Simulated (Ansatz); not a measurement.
Born–Oppenheimer molecular dynamics of a periodic cell of 38 atoms, Zr$_{10}$HN$_{8}$ (host Zr10HN8, host structure P-1). It starts from an unrelaxed structure (largest force component 0.83 eV/Å).

Computed with DFT PBEsol, scalar-relativistic, plane waves, PAW (Ansatz). Settings: accuracy low, cutoff 420 eV, k mesh 1x1x1, fermi-dirac smearing 0.05 eV, no spin polarisation.

```json
{"ensemble": "NVE (velocity Verlet)", "time step": "0.75 fs", "steps asked": "400", "starting velocities drawn for": "3000 K", "seed": "352599"}
```

Frames 3.75 fs apart, positions in Å, forces in eV/Å.

Velocities at 60 fs (Å/ps):

```
Zr -2.00 1.70 -4.82
Zr -3.60 -2.44 2.44
Zr 1.76 1.90 5.67
Zr 4.03 3.73 2.50
Zr -5.89 -1.27 1.13
Zr 0.78 -1.57 1.40
Zr 4.38 -2.78 1.70
Zr -0.32 -1.07 -4.85
Zr 3.61 -1.42 1.55
Zr 3.64 3.32 2.36
H -81.42 38.64 -39.17
N 6.78 2.71 -9.29
N -10.47 -5.16 -7.55
N 13.57 -7.17 7.29
N -3.25 10.32 -3.38
N 2.09 18.00 10.36
N 20.30 0.11 -13.54
N -5.56 -9.20 -16.77
N 10.85 21.80 7.62
Zr -4.93 -6.25 0.66
Zr 0.56 2.05 0.52
Zr 6.60 3.92 -1.07
Zr -2.33 2.01 3.22
Zr -3.49 -2.75 -0.17
Zr -2.60 -6.14 1.83
Zr -4.82 -7.27 -6.26
Zr -3.50 0.35 -6.84
Zr -2.20 0.06 2.67
Zr 5.50 3.33 2.86
H -1.69 -7.08 -47.25
N -1.11 2.31 -2.41
N -0.87 4.30 -0.80
N 3.72 10.03 -2.09
N 0.71 5.49 10.12
N -6.69 0.55 -12.19
N 5.38 -2.48 -2.57
N -2.97 8.08 -2.84
N 4.88 6.93 1.97
```

```xyz
38
Lattice="-6.6978 -5.6347 0.0000 4.7397 -5.6347 0.0000 2.7740 2.3410 7.9673" Properties=species:S:1:pos:R:3:forces:R:3 time_fs=60 energy_less_start_eV=7.745 T=1381
Zr 5.477 -2.096 7.665 0.06 1.16 -1.96
Zr 0.840 -5.027 6.414 -0.43 -2.04 2.58
Zr -0.108 -3.651 1.484 1.92 -0.33 -1.29
Zr -4.801 -7.002 0.441 2.25 0.98 -0.81
Zr 3.087 -3.661 2.608 -2.19 1.02 0.71
Zr -2.176 -6.337 2.027 2.81 -2.03 -0.32
Zr -0.898 -8.496 4.455 -0.40 -1.75 -0.55
Zr 1.867 -0.358 3.831 0.29 -0.09 -1.78
Zr 2.688 -2.635 5.825 0.84 0.83 0.73
Zr -2.290 -5.393 5.481 2.13 -0.38 -0.40
H 3.812 -1.628 3.966 -0.20 -0.19 0.12
N -0.964 -3.679 6.369 -1.20 -0.78 0.34
N 3.662 -0.638 7.519 0.74 -0.70 -1.95
N 1.952 -5.362 1.472 -0.31 0.54 0.99
N -2.903 -8.218 0.693 -0.48 0.35 0.34
N 4.856 -4.965 3.212 0.37 3.05 0.88
N 1.244 -1.929 2.314 -1.22 -1.44 1.29
N -3.863 -4.008 4.959 -1.22 -1.69 -1.36
N -0.236 -6.834 5.437 0.51 1.80 1.04
Zr -0.107 -1.949 7.517 -1.06 -1.35 -0.02
Zr 1.657 0.367 6.901 0.95 1.55 -1.59
Zr -0.979 -9.375 1.070 0.52 0.27 0.38
Zr 1.010 -6.918 0.221 -0.50 -0.20 1.56
Zr -3.027 -3.522 2.698 0.80 0.36 0.66
Zr 4.201 -6.277 1.840 -3.46 -2.63 1.17
Zr -0.024 -2.948 4.644 -0.02 0.58 -2.93
Zr 0.937 -6.086 3.589 -0.67 0.52 -2.10
Zr -2.927 -2.413 5.993 -0.35 -0.58 -0.01
Zr 3.642 -5.487 5.037 1.32 0.03 1.33
H -1.641 -1.725 3.752 -0.25 0.48 0.06
N 4.740 -3.841 6.189 -0.32 0.91 1.10
N 2.803 -6.441 7.135 0.31 1.82 0.98
N -3.760 -5.159 1.577 -1.60 1.04 -0.59
N -1.918 -2.763 0.781 -1.09 0.49 0.67
N -1.110 -4.572 3.101 0.90 -0.41 1.57
N 0.065 -7.787 2.374 -0.68 0.28 0.05
N 1.773 -4.298 4.532 0.39 0.80 0.03
N 0.750 -1.047 5.661 0.52 -2.25 -0.92
38
Lattice="-6.6978 -5.6347 0.0000 4.7397 -5.6347 0.0000 2.7740 2.3410 7.9673" Properties=species:S:1:pos:R:3:forces:R:3 time_fs=63.75 energy_less_start_eV=7.059 T=1524
Zr 5.470 -2.088 7.646 0.05 0.89 -1.66
Zr 0.827 -5.038 6.425 -0.03 -1.84 2.40
Zr -0.100 -3.644 1.504 1.82 -0.25 -1.83
Zr -4.785 -6.988 0.449 1.81 0.92 -1.65
Zr 3.064 -3.665 2.613 -1.92 1.13 0.52
Zr -2.171 -6.345 2.032 2.53 -1.81 -0.49
Zr -0.882 -8.507 4.461 -0.47 -1.20 -0.51
Zr 1.866 -0.362 3.812 -0.32 0.40 -1.65
Zr 2.702 -2.640 5.831 0.57 1.16 0.79
Zr -2.275 -5.381 5.489 1.71 -0.40 -0.46
H 3.516 -1.504 3.836 1.00 -0.65 0.44
N -0.945 -3.673 6.336 -1.39 -0.96 0.71
N 3.627 -0.660 7.481 1.26 -0.25 -1.54
N 2.001 -5.386 1.504 -0.45 0.86 0.52
N -2.917 -8.179 0.682 -0.17 -0.12 0.40
N 4.866 -4.884 3.254 0.25 2.15 -0.07
N 1.313 -1.935 2.271 -1.82 -1.40 2.00
N -3.889 -4.049 4.891 -0.72 -1.18 -0.58
N -0.194 -6.745 5.470 -0.07 0.46 0.47
Zr -0.126 -1.973 7.520 -0.75 -0.62 -0.12
Zr 1.660 0.376 6.901 0.76 1.35 -1.31
Zr -0.954 -9.360 1.066 0.02 0.20 0.54
Zr 1.001 -6.911 0.234 -0.42 -0.11 1.54
Zr -3.039 -3.531 2.698 1.13 0.82 0.75
Zr 4.189 -6.301 1.848 -3.11 -1.62 1.69
Zr -0.042 -2.975 4.618 0.13 1.33 -2.94
Zr 0.923 -6.084 3.562 -0.41 0.51 -1.79
Zr -2.936 -2.414 6.003 -0.38 -0.70 -0.26
Zr 3.663 -5.474 5.049 0.78 -0.04 1.21
H -1.659 -1.719 3.583 -0.01 0.44 0.27
N 4.735 -3.828 6.186 -0.26 0.74 1.24
N 2.801 -6.416 7.137 0.45 1.50 0.80
N -3.754 -5.117 1.566 -1.56 0.32 -0.71
N -1.921 -2.740 0.821 -0.92 0.21 -0.04
N -1.131 -4.572 3.064 0.99 -0.52 1.97
N 0.081 -7.795 2.365 -0.92 0.42 0.11
N 1.764 -4.265 4.521 0.48 0.37 0.23
N 0.770 -1.033 5.664 0.36 -2.54 -0.96
38
Lattice="-6.6978 -5.6347 0.0000 4.7397 -5.6347 0.0000 2.7740 2.3410 7.9673" Properties=species:S:1:pos:R:3:forces:R:3 time_fs=67.5 energy_less_start_eV=6.776 T=1584
Zr 5.463 -2.080 7.624 0.09 0.71 -1.35
Zr 0.813 -5.051 6.440 0.48 -1.20 2.30
Zr -0.089 -3.637 1.521 1.59 -0.27 -2.27
Zr -4.765 -6.972 0.455 1.32 1.01 -2.14
Zr 3.037 -3.667 2.618 -1.55 1.21 0.34
Zr -2.163 -6.355 2.036 2.19 -1.48 -0.59
Zr -0.867 -8.521 4.466 -0.64 -0.61 -0.58
Zr 1.864 -0.366 3.790 -1.19 0.99 -1.47
Zr 2.717 -2.643 5.838 0.34 1.52 0.97
Zr -2.257 -5.370 5.497 1.35 -0.46 -0.58
H 3.355 -1.470 3.761 2.08 -1.23 0.43
N -0.939 -3.676 6.310 -1.46 -1.08 0.98
N 3.605 -0.685 7.429 1.58 0.05 -1.05
N 2.045 -5.402 1.540 -0.72 1.23 0.02
N -2.932 -8.140 0.675 0.15 -0.58 0.37
N 4.878 -4.783 3.295 0.16 1.24 -0.63
N 1.365 -1.956 2.247 -2.31 -1.35 2.41
N -3.922 -4.103 4.817 -0.07 -0.79 0.23
N -0.153 -6.652 5.507 -0.70 -0.97 -0.09
Zr -0.147 -1.998 7.522 -0.48 0.05 -0.28
Zr 1.664 0.386 6.900 0.52 1.01 -1.08
Zr -0.929 -9.345 1.063 -0.42 0.12 0.67
Zr 0.991 -6.904 0.250 -0.27 0.01 1.58
Zr -3.050 -3.540 2.699 1.47 1.23 0.83
Zr 4.172 -6.329 1.858 -2.78 -0.78 1.86
Zr -0.060 -2.999 4.588 0.33 1.96 -2.81
Zr 0.909 -6.082 3.532 -0.17 0.51 -1.38
Zr -2.945 -2.415 6.012 -0.35 -0.61 -0.41
Zr 3.686 -5.462 5.062 0.39 -0.17 1.02
H -1.679 -1.655 3.451 0.11 0.26 0.53
N 4.726 -3.808 6.194 -0.22 0.41 1.26
N 2.804 -6.377 7.146 0.52 1.00 0.49
N -3.763 -5.072 1.548 -1.41 -0.47 -0.67
N -1.932 -2.716 0.861 -0.64 0.06 -0.73
N -1.142 -4.577 3.045 1.08 -0.51 2.12
N 0.089 -7.799 2.357 -1.09 0.49 0.13
N 1.759 -4.228 4.513 0.47 -0.12 0.39
N 0.795 -1.043 5.658 0.25 -2.39 -0.81
38
Lattice="-6.6978 -5.6347 0.0000 4.7397 -5.6347 0.0000 2.7740 2.3410 7.9673" Properties=species:S:1:pos:R:3:forces:R:3 time_fs=71.25 energy_less_start_eV=6.217 T=1701
Zr 5.455 -2.070 7.600 0.19 0.62 -0.98
Zr 0.800 -5.066 6.458 1.14 -0.08 2.42
Zr -0.076 -3.631 1.535 1.26 -0.45 -2.67
Zr -4.744 -6.954 0.458 0.75 1.09 -2.10
Zr 3.008 -3.668 2.624 -1.11 1.24 0.07
Zr -2.151 -6.367 2.039 2.03 -0.92 -0.82
Zr -0.853 -8.535 4.470 -0.88 0.01 -0.69
Zr 1.861 -0.368 3.765 -0.56 0.30 -1.38
Zr 2.733 -2.644 5.848 0.11 1.80 1.15
Zr -2.237 -5.359 5.504 1.16 -0.57 -0.82
H 3.447 -1.587 3.745 1.12 -0.67 0.47
N -0.947 -3.690 6.294 -1.36 -0.97 1.13
N 3.597 -0.709 7.367 1.66 0.27 -0.53
N 2.083 -5.405 1.577 -1.07 1.49 -0.42
N -2.947 -8.107 0.671 0.41 -0.99 0.33
N 4.891 -4.669 3.331 0.13 0.28 -0.76
N 1.395 -1.989 2.245 -2.50 -1.13 2.47
N -3.956 -4.164 4.745 0.51 -0.41 0.93
N -0.118 -6.569 5.543 -1.39 -2.47 -0.72
Zr -0.168 -2.023 7.524 -0.20 0.63 -0.45
Zr 1.669 0.399 6.897 0.30 0.63 -0.86
Zr -0.905 -9.329 1.061 -0.81 0.08 0.72
Zr 0.981 -6.896 0.268 -0.02 0.15 1.67
Zr -3.059 -3.547 2.701 1.76 1.47 0.84
Zr 4.151 -6.357 1.871 -2.47 -0.26 1.61
Zr -0.077 -3.021 4.554 0.52 2.31 -2.44
Zr 0.895 -6.078 3.500 -0.02 0.56 -0.94
Zr -2.954 -2.417 6.021 -0.26 -0.41 -0.52
Zr 3.709 -5.450 5.077 0.17 -0.43 0.79
H -1.687 -1.556 3.390 0.05 0.03 0.80
N 4.716 -3.784 6.215 -0.19 0.02 1.09
N 2.812 -6.328 7.160 0.49 0.43 0.12
N -3.785 -5.032 1.524 -1.14 -1.19 -0.40
N -1.949 -2.690 0.893 -0.36 -0.02 -1.28
N -1.142 -4.587 3.047 1.16 -0.42 2.08
N 0.086 -7.798 2.349 -1.16 0.46 0.16
N 1.759 -4.192 4.509 0.40 -0.57 0.54
N 0.821 -1.075 5.644 0.16 -1.88 -0.61
38
Lattice="-6.6978 -5.6347 0.0000 4.7397 -5.6347 0.0000 2.7740 2.3410 7.9673" Properties=species:S:1:pos:R:3:forces:R:3 time_fs=75 energy_less_start_eV=5.822 T=1783
Zr 5.448 -2.060 7.574 0.28 0.58 -0.58
Zr 0.789 -5.082 6.479 1.83 1.14 2.60
Zr -0.061 -3.626 1.546 0.85 -0.72 -2.96
Zr -4.722 -6.935 0.458 0.16 0.99 -1.60
Zr 2.978 -3.667 2.630 -0.46 1.21 -0.12
Zr -2.136 -6.380 2.042 1.94 -0.43 -0.93
Zr -0.839 -8.549 4.474 -1.13 0.73 -0.63
Zr 1.857 -0.369 3.739 -0.18 -0.26 -1.28
Zr 2.748 -2.642 5.858 -0.12 1.94 1.14
Zr -2.216 -5.349 5.510 0.99 -0.71 -1.19
H 3.692 -1.795 3.791 0.09 -0.10 0.30
N -0.968 -3.712 6.288 -1.12 -0.60 1.16
N 3.606 -0.731 7.300 1.55 0.44 -0.01
N 2.111 -5.395 1.610 -1.44 1.52 -0.76
N -2.957 -8.084 0.671 0.56 -1.28 0.32
N 4.906 -4.553 3.359 -0.10 -0.87 -0.89
N 1.400 -2.032 2.268 -2.38 -0.68 2.16
N -3.985 -4.229 4.682 1.04 -0.09 1.48
N -0.097 -6.510 5.572 -1.98 -3.75 -1.33
Zr -0.189 -2.048 7.525 0.10 1.08 -0.59
Zr 1.674 0.412 6.893 0.14 0.28 -0.66
Zr -0.881 -9.314 1.060 -1.13 0.10 0.72
Zr 0.971 -6.889 0.288 0.35 0.28 1.74
Zr -3.065 -3.552 2.704 1.92 1.47 0.76
Zr 4.127 -6.386 1.887 -2.09 -0.03 1.28
Zr -0.094 -3.040 4.516 0.67 2.33 -1.82
Zr 0.880 -6.074 3.467 0.00 0.75 -0.47
Zr -2.964 -2.420 6.029 -0.18 -0.26 -0.64
Zr 3.733 -5.438 5.094 0.04 -0.67 0.62
H -1.687 -1.453 3.435 -0.01 -0.10 0.88
N 4.704 -3.760 6.246 -0.11 -0.37 0.80
N 2.824 -6.276 7.175 0.33 -0.14 -0.22
N -3.819 -5.004 1.496 -0.77 -1.67 0.03
N -1.970 -2.665 0.914 -0.11 -0.12 -1.60
N -1.132 -4.601 3.069 1.18 -0.29 1.87
N 0.072 -7.792 2.344 -1.16 0.34 0.14
N 1.763 -4.161 4.510 0.35 -0.90 0.70
N 0.849 -1.126 5.623 0.11 -1.15 -0.42
38
Lattice="-6.6978 -5.6347 0.0000 4.7397 -5.6347 0.0000 2.7740 2.3410 7.9673" Properties=species:S:1:pos:R:3:forces:R:3 time_fs=78.75 energy_less_start_eV=5.711 T=1806
Zr 5.442 -2.049 7.548 0.38 0.57 -0.19
Zr 0.780 -5.095 6.505 2.21 1.82 2.48
Zr -0.045 -3.621 1.551 0.39 -0.99 -3.12
Zr -4.699 -6.914 0.456 -0.33 0.69 -0.95
Zr 2.947 -3.663 2.636 0.32 1.18 -0.02
Zr -2.118 -6.395 2.042 1.82 -0.15 -0.81
Zr -0.828 -8.562 4.476 -1.02 1.38 -0.25
Zr 1.853 -0.371 3.711 -0.46 -0.37 -1.22
Zr 2.764 -2.637 5.871 -0.36 1.94 0.93
Zr -2.193 -5.340 5.514 0.74 -0.89 -1.66
H 3.953 -2.019 3.873 -0.61 0.33 -0.11
N -1.000 -3.741 6.294 -0.75 -0.09 1.09
N 3.629 -0.748 7.232 1.28 0.55 0.52
N 2.124 -5.369 1.636 -1.66 1.36 -1.01
N -2.962 -8.073 0.674 0.59 -1.44 0.35
N 4.920 -4.445 3.378 -0.56 -2.18 -1.26
N 1.383 -2.083 2.311 -2.13 -0.12 1.57
N -4.003 -4.295 4.634 1.53 0.25 1.85
N -0.094 -6.486 5.589 -2.15 -4.24 -1.57
Zr -0.210 -2.070 7.525 0.38 1.41 -0.75
Zr 1.679 0.425 6.888 0.02 -0.08 -0.51
Zr -0.860 -9.298 1.061 -1.41 0.15 0.71
Zr 0.961 -6.881 0.311 0.73 0.40 1.79
Zr -3.068 -3.555 2.709 1.94 1.29 0.58
Zr 4.099 -6.415 1.904 -1.80 -0.01 1.21
Zr -0.109 -3.055 4.476 0.83 2.16 -1.01
Zr 0.866 -6.069 3.433 -0.07 0.98 0.07
Zr -2.975 -2.423 6.037 -0.06 -0.13 -0.76
Zr 3.756 -5.428 5.111 -0.04 -0.83 0.56
H -1.688 -1.362 3.594 0.01 -0.09 0.54
N 4.691 -3.740 6.285 0.05 -0.69 0.42
N 2.839 -6.224 7.188 0.04 -0.69 -0.51
N -3.860 -4.991 1.469 -0.32 -1.78 0.54
N -1.992 -2.641 0.919 0.11 -0.25 -1.65
N -1.110 -4.617 3.109 0.99 -0.20 1.45
N 0.046 -7.784 2.340 -1.03 0.18 0.08
N 1.771 -4.139 4.518 0.37 -1.14 0.82
N 0.878 -1.188 5.599 0.03 -0.30 -0.19
```

Of the whole run (300 fs, mean temperature of the second half 1556 K): The conserved energy stayed within 0.18 meV per atom of its start (net change 0.11 meV per atom), so the integration is sound. Over the second half the temperature averaged 0.52 of the 3000 K drawn at the start: a run that starts near a minimum puts about half its kinetic energy into the potential. A run of 0.3 ps of so small a system gives no equilibrium averages. Limits of this set-up: coarse k mesh, low accuracy level.

Time of the run: 21 min on 2 threads of Arm Neoverse V1, on a shared host, peak memory 0.67 GiB.
